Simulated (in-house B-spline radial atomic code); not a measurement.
**Sn³⁺: excited configurations**

How much energy does it take to promote electrons of Sn³⁺ to other shells? Each configuration is solved by itself and compared with the reference.

The numbers are computed with in-house B-spline radial atomic code version 1 (scalar-relativistic (spin-free one-electron X2C) TPSS, spin-polarised, spherical fractional occupations, Fermi nucleus, basis-set limit), except any that are marked as measured or tabulated.

## 1. What is computed

```
element       : tin (Z = 50)
charge        : +3
electrons     : 47
configuration : [Kr] 4d10 5s1
Hamiltonian   : scalar-relativistic (X2C)
nucleus       : Fermi, rms radius 4.652 fm
```

The outer shells:

[Kr] 4d10 5s1
```
[Kr] core
4d [↑↓][↑↓][↑↓][↑↓][↑↓]
5s [↑ ]
```

Where spins are not typed, each open shell is filled with up spins first.

## 2. The reference configuration

Settings, as recorded:

```ini
Z = 50
electrons = 47.0
configuration = [Kr] 4d10 5s1
hamiltonian = x2c
method = tpss,tpss
spin_polarised = True
nucleus = fermi
rms_radius = 4.6519
mass_number = 120
atomic_mass = 119.902202557
speed_of_light = 137.035999084
```

Results of the run (chosen fields of its result record, rounded):

```text
{
  "status": "converged",
  "scf [iteration, energy, orbital gradient]": [
    [1, -6174.38826353, 0.0757],
    [2, -6174.39159318, 0.00198],
    [3, -6174.39162613, 0.000509],
    [4, -6174.39162726, 0.000204],
    [5, -6174.39162742, 4.4e-05],
    [6, -6174.39162744, 5.98e-06],
    [7, -6174.39162744, 2.94e-07]
  ],
  "energy [hartree]": {"total": -6174.39162744, "kinetic": 6502.05210432, "nuclear": -14939.1083267, "coulomb": 2428.28958851, "xc": -165.62499358},
  "orbitals [hartree, bohr; first row names the columns]": [
    ["name", "occ", "eps", "<r>", "<r^2>", "<1/r>", "r_max"],
    ["1s up", 1.0, -1066.4269, 0.028465, 0.001107, 55.509, 0.018082],
    ["1s down", 1.0, -1066.425, 0.028465, 0.001107, 55.509, 0.018082],
    ["2s up", 1.0, -161.94774, 0.12494, 0.018472, 12.588, 0.10592],
    ["2s down", 1.0, -161.947, 0.12494, 0.018472, 12.588, 0.10592],
    ["2p up", 3.0, -145.50642, 0.1093, 0.0146, 11.703, 0.084618],
    ["2p down", 3.0, -145.50559, 0.1093, 0.0146, 11.703, 0.084618],
    ["3s up", 1.0, -32.208372, 0.33877, 0.13135, 4.4068, 0.30735],
    ["3s down", 1.0, -32.207082, 0.33877, 0.13135, 4.4068, 0.30736],
    ["3p up", 3.0, -26.807799, 0.33728, 0.1321, 4.1168, 0.30072],
    ["3p down", 3.0, -26.806439, 0.33727, 0.13209, 4.1169, 0.30073],
    ["3d up", 5.0, -18.468916, 0.31476, 0.11761, 3.8636, 0.25124],
    ["3d down", 5.0, -18.46766, 0.31475, 0.1176, 3.8637, 0.25124],
    ["4s up", 1.0, -6.0335513, 0.81983, 0.76039, 1.71, 0.74643],
    ["4s down", 1.0, -6.0301687, 0.81943, 0.75937, 1.7103, 0.7466],
    ["4p up", 3.0, -4.4025077, 0.88607, 0.89678, 1.5392, 0.78847],
    ["4p down", 3.0, -4.3979123, 0.88474, 0.89344, 1.5407, 0.78854],
    ["4d up", 5.0, -2.0296646, 1.0843, 1.3876, 1.227, 0.88381],
    ["4d down", 5.0, -2.017592, 1.0764, 1.3652, 1.2344, 0.8825],
    ["5s up", 1.0, -1.3316307, 2.1175, 5.0253, 0.61313, 1.8968]
  ],
  "sum_r [bohr^k]": {"-1": 304.1445, "1": 26.68389, "2": 28.03803}
}
```

Run time: 0.26 s. Hardware: 1 thread, shared host.

Meta-GGA runs start from a PBE run whose iterations are not counted.

## 3. Run with [Ar] 3d10 4s2 4p5 4d10 5s1 6s1

Settings: those of step 2 with these lines changed.

```diff
@@ -2,3 +2,3 @@
 electrons = 47.0
-configuration = [Kr] 4d10 5s1
+configuration = [Ar] 3d10 4s2 4p5 4d10 5s1 6s1
 hamiltonian = x2c
```

Results of the run:

```text
{
  "status": "converged",
  "iterations": 9,
  "energy [hartree]": {"total": -6170.38567923, "kinetic": 6497.92172697, "nuclear": -14907.0873146, "coulomb": 2403.62903387, "xc": -164.849125451},
  "orbitals [hartree, bohr; first row names the columns]": [
    ["name", "occ", "eps", "<r>"],
    ["1s up", 1.0, -1067.07, 0.028465],
    ["1s down", 1.0, -1067.0558, 0.028465],
    ["2s up", 1.0, -162.53845, 0.12494],
    ["2s down", 1.0, -162.53213, 0.12494],
    ["2p up", 3.0, -146.10438, 0.10929],
    ["2p down", 3.0, -146.09335, 0.10929],
    ["3s up", 1.0, -32.781913, 0.3387],
    ["3s down", 1.0, -32.771247, 0.33869],
    ["3p up", 3.0, -27.382748, 0.33718],
    ["3p down", 3.0, -27.369833, 0.33715],
    ["3d up", 5.0, -19.044146, 0.31464],
    ["3d down", 5.0, -19.029884, 0.31456],
    ["4s up", 1.0, -6.5484849, 0.81366],
    ["4s down", 1.0, -6.490201, 0.81418],
    ["4p up", 3.0, -4.9003339, 0.87533],
    ["4p down", 2.0, -4.8448441, 0.87576],
    ["4d up", 5.0, -2.4786984, 1.0425],
    ["4d down", 5.0, -2.4267439, 1.0416],
    ["5s up", 1.0, -1.5547976, 1.998],
    ["6s up", 1.0, -0.67375735, 4.16]
  ],
  "sum_r [bohr^k]": {"-1": 303.5053, "1": 29.393, "2": 44.51111},
  "energy_minus_base [hartree]": 4.0059482
}
```

Run time: 0.21 s. Hardware: 1 thread, shared host.

energy_minus_base is the energy less that of the reference run.

## 4. Run with [Ar] 3d10 4s2 4p5 4d10 4f1 5s1

Settings: those of step 3 with these lines changed.

```diff
@@ -2,3 +2,3 @@
 electrons = 47.0
-configuration = [Ar] 3d10 4s2 4p5 4d10 5s1 6s1
+configuration = [Ar] 3d10 4s2 4p5 4d10 4f1 5s1
 hamiltonian = x2c
```

Results of the run:

```text
{
  "status": "converged",
  "iterations": 7,
  "energy [hartree]": {"total": -6170.22746845, "kinetic": 6497.7115333, "nuclear": -14910.5023461, "coulomb": 2407.47169102, "xc": -164.908346705},
  "orbitals [hartree, bohr; first row names the columns]": [
    ["name", "occ", "eps", "<r>"],
    ["1s up", 1.0, -1066.9976, 0.028465],
    ["1s down", 1.0, -1066.9842, 0.028465],
    ["2s up", 1.0, -162.46181, 0.12494],
    ["2s down", 1.0, -162.45607, 0.12494],
    ["2p up", 3.0, -146.02829, 0.10929],
    ["2p down", 3.0, -146.01783, 0.10929],
    ["3s up", 1.0, -32.698902, 0.33868],
    ["3s down", 1.0, -32.688472, 0.33867],
    ["3p up", 3.0, -27.299782, 0.33715],
    ["3p down", 3.0, -27.287144, 0.33712],
    ["3d up", 5.0, -18.961712, 0.3146],
    ["3d down", 5.0, -18.94785, 0.31452],
    ["4s up", 1.0, -6.4600092, 0.81378],
    ["4s down", 1.0, -6.4007272, 0.81416],
    ["4p up", 3.0, -4.8123813, 0.87564],
    ["4p down", 2.0, -4.7553886, 0.87586],
    ["4d up", 5.0, -2.3932358, 1.0461],
    ["4d down", 5.0, -2.338504, 1.0434],
    ["4f up", 1.0, -0.46771893, 3.1881],
    ["5s up", 1.0, -1.5082658, 2.0311]
  ],
  "sum_r [bohr^k]": {"-1": 303.5732, "1": 28.48153, "2": 37.91888},
  "energy_minus_base [hartree]": 4.16415898
}
```

It took 0.18 s on 1 thread, shared host.

## 5. [Ar] 3d10 4s2 4p5 4d10 5s2

Settings: those of step 4 with these lines changed.

```diff
@@ -2,3 +2,3 @@
 electrons = 47.0
-configuration = [Ar] 3d10 4s2 4p5 4d10 4f1 5s1
+configuration = [Ar] 3d10 4s2 4p5 4d10 5s2
 hamiltonian = x2c
```

Results of the run:

```text
{
  "status": "converged",
  "iterations": 7,
  "energy [hartree]": {"total": -6171.20868503, "kinetic": 6498.81129219, "nuclear": -14918.246432, "coulomb": 2413.24387158, "xc": -165.017416756},
  "orbitals [hartree, bohr; first row names the columns]": [
    ["name", "occ", "eps", "<r>"],
    ["1s up", 1.0, -1066.8528, 0.028465],
    ["1s down", 1.0, -1066.8416, 0.028465],
    ["2s up", 1.0, -162.32821, 0.12494],
    ["2s down", 1.0, -162.32319, 0.12494],
    ["2p up", 3.0, -145.89371, 0.10929],
    ["2p down", 3.0, -145.8841, 0.10929],
    ["3s up", 1.0, -32.571993, 0.3387],
    ["3s down", 1.0, -32.563385, 0.3387],
    ["3p up", 3.0, -27.172759, 0.33718],
    ["3p down", 3.0, -27.162045, 0.33716],
    ["3d up", 5.0, -18.834364, 0.31464],
    ["3d down", 5.0, -18.822243, 0.31458],
    ["4s up", 1.0, -6.3400876, 0.81372],
    ["4s down", 1.0, -6.2871781, 0.81473],
    ["4p up", 3.0, -4.6920117, 0.87552],
    ["4p down", 2.0, -4.6434747, 0.8775],
    ["4d up", 5.0, -2.272309, 1.0468],
    ["4d down", 5.0, -2.2357209, 1.0532],
    ["5s up", 1.0, -1.4001111, 2.0541],
    ["5s down", 1.0, -1.3955972, 2.0597]
  ],
  "sum_r [bohr^k]": {"-1": 303.7295, "1": 27.43291, "2": 30.65742},
  "energy_minus_base [hartree]": 3.1829424
}
```

Wall time 0.16 s (1 thread, shared host).

## 6. Run with [Ar] 3d10 4s2 4p5 4d10 5s1 5p1

Settings: those of step 5 with these lines changed.

```diff
@@ -2,3 +2,3 @@
 electrons = 47.0
-configuration = [Ar] 3d10 4s2 4p5 4d10 5s2
+configuration = [Ar] 3d10 4s2 4p5 4d10 5s1 5p1
 hamiltonian = x2c
```

Results of the run:

```text
{
  "status": "converged",
  "iterations": 7,
  "energy [hartree]": {"total": -6170.89830808, "kinetic": 6498.41239311, "nuclear": -14915.4894611, "coulomb": 2411.18708531, "xc": -165.008325375},
  "orbitals [hartree, bohr; first row names the columns]": [
    ["name", "occ", "eps", "<r>"],
    ["1s up", 1.0, -1066.8996, 0.028465],
    ["1s down", 1.0, -1066.8848, 0.028465],
    ["2s up", 1.0, -162.37219, 0.12494],
    ["2s down", 1.0, -162.36596, 0.12494],
    ["2p up", 3.0, -145.93789, 0.10929],
    ["2p down", 3.0, -145.92632, 0.10929],
    ["3s up", 1.0, -32.617902, 0.3387],
    ["3s down", 1.0, -32.606846, 0.3387],
    ["3p up", 3.0, -27.218804, 0.33719],
    ["3p down", 3.0, -27.205301, 0.33716],
    ["3d up", 5.0, -18.88028, 0.31465],
    ["3d down", 5.0, -18.865399, 0.31458],
    ["4s up", 1.0, -6.3887697, 0.81373],
    ["4s down", 1.0, -6.3288392, 0.81434],
    ["4p up", 3.0, -4.7408026, 0.87577],
    ["4p down", 2.0, -4.6839058, 0.8761],
    ["4d up", 5.0, -2.3229928, 1.0491],
    ["4d down", 5.0, -2.2680523, 1.0448],
    ["5s up", 1.0, -1.4678608, 2.046],
    ["5p up", 1.0, -1.1029145, 2.3591]
  ],
  "sum_r [bohr^k]": {"-1": 303.6728, "1": 27.69162, "2": 32.00392},
  "energy_minus_base [hartree]": 3.49331935
}
```

Run time: 0.16 s. Hardware: 1 thread, shared host.

## 7. [Ar] 3d9 4s2 4p6 4d10 5s1 5f1

Settings: those of step 6 with these lines changed.

```diff
@@ -2,3 +2,3 @@
 electrons = 47.0
-configuration = [Ar] 3d10 4s2 4p5 4d10 5s1 5p1
+configuration = [Ar] 3d9 4s2 4p6 4d10 5s1 5f1
 hamiltonian = x2c
```

Results of the run:

```text
{
  "status": "converged",
  "iterations": 9,
  "energy [hartree]": {"total": -6155.50253897, "kinetic": 6483.745564, "nuclear": -14848.0710265, "coulomb": 2372.48031799, "xc": -163.65739451},
  "orbitals [hartree, bohr; first row names the columns]": [
    ["name", "occ", "eps", "<r>"],
    ["1s up", 1.0, -1068.2898, 0.028466],
    ["1s down", 1.0, -1068.2875, 0.028466],
    ["2s up", 1.0, -163.8911, 0.12492],
    ["2s down", 1.0, -163.82017, 0.12489],
    ["2p up", 3.0, -147.44796, 0.10928],
    ["2p down", 3.0, -147.39166, 0.10925],
    ["3s up", 1.0, -33.654204, 0.33644],
    ["3s down", 1.0, -33.551685, 0.33666],
    ["3p up", 3.0, -28.260508, 0.33433],
    ["3p down", 3.0, -28.156113, 0.33462],
    ["3d up", 5.0, -20.013201, 0.31042],
    ["3d down", 4.0, -19.893675, 0.31085],
    ["4s up", 1.0, -6.7011042, 0.80331],
    ["4s down", 1.0, -6.6804188, 0.80376],
    ["4p up", 3.0, -5.0311753, 0.86242],
    ["4p down", 3.0, -5.0104726, 0.86224],
    ["4d up", 5.0, -2.5772244, 1.0205],
    ["4d down", 5.0, -2.5515371, 1.0165],
    ["5s up", 1.0, -1.6162235, 1.9845],
    ["5f up", 1.0, -0.3418846, 5.955]
  ],
  "sum_r [bohr^k]": {"-1": 302.3268, "1": 31.34318, "2": 67.08817},
  "energy_minus_base [hartree]": 18.8890885
}
```

Wall time 0.2 s (1 thread, shared host).

## 8. Energies above the reference

| net move | configuration | 2|M_S|+1 | energy above the reference (eV) | largest <r> (bohr) |
| --- | --- | --- | --- | --- |
| 4p → 5s | [Ar] 3d10 4s2 4p5 4d10 5s2 | 2 | 86.612 | 2.06 |
| 4p → 5p | [Ar] 3d10 4s2 4p5 4d10 5s1 5p1 | 4 | 95.058 | 2.36 |
| 4p → 6s | [Ar] 3d10 4s2 4p5 4d10 5s1 6s1 | 4 | 109.01 | 4.16 |
| 4p → 4f | [Ar] 3d10 4s2 4p5 4d10 4f1 5s1 | 4 | 113.31 | 3.19 |
| 3d → 5f | [Ar] 3d9 4s2 4p6 4d10 5s1 5f1 | 4 | 514.00 | 5.95 |

The energies run from 86.612 eV (4p → 5s) to 514.00 eV (3d → 5f). 5 of them lie more than 60 % above minus the reference's highest level (36.236 eV), in the range where a state can decay by emitting an electron. The reference has 2|M_S|+1 = 2; 4 of the configurations differ from it in spin. These are spherical averages at the typed spins, not spectroscopic levels.
